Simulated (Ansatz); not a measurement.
# Cr2N: the cost of one run

Method: DFT, PAW plane waves, r2scan, in Ansatz 0.2.0.

1 further run of the same task is left out (for a known fault of the program).

## Step 1: The structure to begin with

Symmetry: P-31m, No. 162, trigonal system. Conventional cell: a = 4.811 Å, b = 4.811 Å, c = 4.477 Å, α = 90.00°, β = 90.00°, γ = 120.00°. Cr (site symmetry m) is surrounded by 3 N at 1.95 to 1.96 Å. N (site symmetry 32) has 6 Cr at 1.96 Å as nearest neighbours. Around N (site symmetry -3m) lie 6 Cr at 1.95 Å.

As a file:

```
CELL_PARAMETERS angstrom
4.81103 0.00000 0.00000
-2.40551 4.16647 0.00000
0.00000 0.00000 4.47738
ATOMIC_POSITIONS crystal
Cr 0.33305 0.00000 0.24910
Cr 0.00000 0.33305 0.24910
Cr 0.66695 0.66695 0.24910
Cr 0.00000 0.66695 0.75090
Cr 0.66695 0.00000 0.75090
Cr 0.33305 0.33305 0.75090
N 0.33333 0.66667 0.50000
N 0.66667 0.33333 0.50000
N 0.00000 0.00000 0.00000
```

## Step 2: A run

File input.yaml:

```yaml
crystal:
  lattice:
    - [4.81103, 0.0, 0.0]
    - [-2.405515, 4.1664742, 0.0]
    - [0.0, 0.0, 4.47738]
  atoms:
    - { symbol: Cr, position: [0.33305, 0.0, 0.2491], spin: 3.0 }
    - { symbol: Cr, position: [0.0, 0.33305, 0.2491], spin: 3.0 }
    - { symbol: Cr, position: [0.66695, 0.66695, 0.2491], spin: -3.0 }
    - { symbol: Cr, position: [0.0, 0.66695, 0.7509], spin: 3.0 }
    - { symbol: Cr, position: [0.66695, 0.0, 0.7509], spin: -3.0 }
    - { symbol: Cr, position: [0.33305, 0.33305, 0.7509], spin: -3.0 }
    - { symbol: "N", position: [0.33333333, 0.66666667, 0.5] }
    - { symbol: "N", position: [0.66666667, 0.33333333, 0.5] }
    - { symbol: "N", position: [0.0, 0.0, 0.0] }
  symmetry: { tolerance: 0.0003 }
hamiltonian:
  xc: r2scan
  pseudopotentials: { kind: paw, azcp: { folder: soft_1 } }
basis:
  ecutwfc: 500
magnetization:
  spin_polarized: true
scf:
  occupations: { method: fermi_dirac, width: 0.05 }
kpoints:
  mp_grid: { grid: [6, 6, 5], shift: [0, 0, 0] }
output:
  forces: true
  stress: true
  eigenvalues: true
```

Launch:

```bash
$ ansatz run input.yaml --threads 4 --pin off --max-ram 10240MiB --backend cpu --events-out ev --progress --plain --runs-dir out
```

What time and memory should one allow on 4 threads of Intel Xeon Platinum 8259CL at 2.50GHz (Skylake/Cascade Lake), shared host?

About 2.7 min, with a peak of 1.5 GiB.
